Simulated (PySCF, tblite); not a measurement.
# C4H10F2OSi: geometry, infrared bands and NMR shifts

Aim: predict the infrared bands and NMR shifts of C4H10F2OSi (`FCO[C@@H](F)CC[SiH3]`).

Computed with tblite 0.8.0 and PySCF 2.14.0, with density-fitted response routines of our own, on a single molecule in the gas phase. Atoms count from 0, in the outputs and in this text.

## (1) The starting structure

18 atoms, charge 0, multiplicity 1; geometry from: force field or distance geometry start.

Bonds of the start (Å): F0–C1 1.35, C1–O2 1.40, O2–C3 1.44, C3–F4 1.35, C3–C5 1.53, C5–C6 1.53, C6–Si7 1.87, C1–H8 1.11, C1–H9 1.08, C3–H10 1.09, C5–H11 1.09, C5–H12 1.09, C6–H13 1.10, C6–H14 1.10, Si7–H15 1.48, Si7–H16 1.49, Si7–H17 1.47.

## (2) Geometry optimisation with GFN2-xTB

Job settings and geometry (Å):

```
{"job": {"kind": "relax", "xc": "GFN2-xTB", "basis": "xTB"}, "charge": 0, "multiplicity": 1}
F      2.209000     1.169500     1.561700
C      2.641800     0.096900     0.863300
O      1.526400    -0.582700     0.352300
C      0.850400     0.245100    -0.607700
F      1.707100     0.427600    -1.631100
C     -0.386600    -0.490600    -1.136100
C     -1.416500    -0.868700    -0.070300
Si    -2.368800     0.528000     0.726900
H      3.170200    -0.573300     1.571700
H      3.335700     0.413800     0.094600
H      0.590100     1.213500    -0.181500
H     -0.845200     0.111400    -1.923300
H     -0.049000    -1.414800    -1.607000
H     -2.144500    -1.542000    -0.538400
H     -0.936100    -1.450700     0.723900
H     -3.118900     1.270200    -0.312600
H     -3.335800    -0.004200     1.723600
H     -1.438200     1.457300     1.384000
```

Started as:

```console
OMP_NUM_THREADS=1 python probes_run.py task.json out
```

This one command runs all jobs of the session in turn.

**Question.** This job is followed by: GFN2-xTB harmonic vibrations, gas phase; GIAO PBE0/pcSseg-1 NMR shielding, non-relativistic, gas phase. Predict these results of the whole session: strongest single infrared mode (GFN2-xTB); zero-point energy (GFN2-xTB); 13C shifts against TMS (PBE0/pcSseg-1); 1H shifts against TMS (PBE0/pcSseg-1, means over atoms taken as alike); 19F shifts against CFCl3 (PBE0/pcSseg-1); 17O shifts against H2O (PBE0/pcSseg-1); 29Si shifts against TMS (PBE0/pcSseg-1).

The runs gave:

| quantity | value |
| --- | --- |
| strongest single infrared mode (GFN2-xTB) | 2273 cm⁻¹, 341 km/mol |
| zero-point energy (GFN2-xTB) | 83.2 kcal/mol |
| 13C shifts against TMS (PBE0/pcSseg-1) | 111.7, 102.3, 35.9, 3.9 ppm |
| 1H shifts against TMS (PBE0/pcSseg-1, means over atoms taken as alike) | 5.99, 5.85, 5.69, 3.86, 2.34, 1.87, 1.06, 0.86 ppm |
| 19F shifts against CFCl3 (PBE0/pcSseg-1) | -163.6, -185.6 ppm |
| 17O shifts against H2O (PBE0/pcSseg-1) | 139.8 ppm |
| 29Si shifts against TMS (PBE0/pcSseg-1) | -73.6 ppm |

What this shows: The optimisation took 113 steps and gained 0.186 eV; among the close pairs (by a distance rule), O2–C3 changed most, from 1.437 to 1.390 Å. No mode is imaginary among the 48: a minimum at this level. The strongest single mode, at 2273 cm⁻¹, moves mainly H16. GFN2-xTB is a fitted tight-binding method: band positions and strengths are rough. Its intensities can rank the bands wrongly. At PBE0/pcSseg-1: The widest tensor belongs to F0: span 215 ppm, with a paramagnetic part of -119 ppm.
